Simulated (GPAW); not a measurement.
The system is TaN.

```xyz
2
Lattice="0.0000 2.1790 2.1790 2.1790 0.0000 2.1790 2.1790 2.1790 0.0000" Properties=species:S:1:pos:R:3 pbc="T T T"
Ta    2.1790    2.1790    2.1790
N     0.0000    0.0000    0.0000
```

Base run:

| Item | Value |
| --- | --- |
| Program | GPAW 26.7.0 |
| Functional | PBEsol |
| Potentials or basis | PAW data sets generated in the run's folder for this functional |
| Cutoff | 800 eV |
| Basis | pw |
| k mesh | 10 × 10 × 10 |
| Occupations | fermi-dirac, width 0.05 eV |
| Spin | no spin polarisation |
| Hubbard terms | Ta d U = 3 eV |

Its results: pressure 12.3 GPa.

Problem. The run is repeated on the same cell with these changes: hubbard terms from Ta d U = 3 eV to none. What comes out?

Solution. Pressure 4.0 GPa.

Caveats: U without spin polarisation on a metal has little footing (some runs).
